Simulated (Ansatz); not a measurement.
# CH5BOS2: basis-set convergence

How large a basis does CH5BOS2 need? Two functionals are run in growing sets.

The runs use Ansatz 0.2.0, Gaussian basis; one geometry, several basis sets.

Levels to be run: PBE0-D4/def2-SVP; ωB97M-V/def2-SVP; PBE0-D4/def2-QZVPP; ωB97M-V/def2-QZVPP; the functionals' def2-TZVPP values are taken from earlier runs.

**1. The geometry**

An earlier PBE0-D4 in a triple-zeta def2 set relaxation fixed the geometry.

SMILES `COB(S)S`, 10 atoms, charge 0, spin multiplicity 1.

Atoms are counted from 1 here; the program's logs count them from 0.

Bond lengths: C1–O2 1.415 Å, C1–H6 1.089 Å, C1–H7 1.094 Å, C1–H8 1.094 Å, O2–B3 1.350 Å, B3–S4 1.814 Å, B3–S5 1.823 Å, S4–H9 1.343 Å, S5–H10 1.341 Å. Angles: O2–C1–H6 107.5°, O2–C1–H7 110.9°, O2–C1–H8 110.9°, H6–C1–H7 109.2°, H6–C1–H8 109.2°, H7–C1–H8 109.1°, C1–O2–B3 122.0°, O2–B3–S4 119.4°, O2–B3–S5 120.7°, S4–B3–S5 119.9°, B3–S4–H9 95.2°, B3–S5–H10 96.2°.

**2. PBE0-D4 in def2-SVP**

Input file in.yaml:

```yaml
crystal:
  periodic: [false, false, false]
  atoms:
    - {symbol: C, position_ang: [0.106612, -1.601318, -0.306289]}
    - {symbol: O, position_ang: [0.011538, -0.535482, 0.619857]}
    - {symbol: B, position_ang: [-0.041287, 0.753879, 0.223853]}
    - {symbol: S, position_ang: [-0.165520, 2.064155, 1.472173]}
    - {symbol: S, position_ang: [0.010760, 1.187344, -1.545671]}
    - {symbol: H, position_ang: [0.142612, -2.528838, 0.263463]}
    - {symbol: H, position_ang: [-0.763085, -1.620445, -0.969010]}
    - {symbol: H, position_ang: [1.014875, -1.514782, -0.909251]}
    - {symbol: H, position_ang: [-0.166022, 1.229214, 2.524694]}
    - {symbol: H, position_ang: [-0.067483, 2.514972, -1.370819]}
basis:
  gaussian: {orbitals: def2-SVP}
hamiltonian: {xc: pbe0, dispersion: d4}
output: {orbitals: {seedname: orbitals}}
```

Run with:

```bash
$ ansatz run in.yaml --threads 4 --pin off --events-out ev --progress --plain --max-ram 10444MiB
```

Further steps of the session: ωB97M-V in def2-SVP; PBE0-D4 in def2-QZVPP; ωB97M-V in def2-QZVPP.

**Question.** What will the summary of the whole plan be? Wanted: PBE0-D4: double and triple zeta above quadruple; ωB97M-V: double and triple zeta above quadruple.

As calculated:

| quantity | value |
| --- | --- |
| PBE0-D4: double and triple zeta above quadruple | 12.65, 0.87 eV |
| ωB97M-V: double and triple zeta above quadruple | 12.72, 0.83 eV |

What this shows: For PBE0-D4 the step from double to triple zeta gains 11.78 eV and the next only 0.87 eV. Total energies overstate the basis error of differences, where much of it tends to cancel. The LUMO of ωB97M-V is positive and keeps falling with the basis (2.59 to 1.46 eV): an unbound level that the basis holds in place.
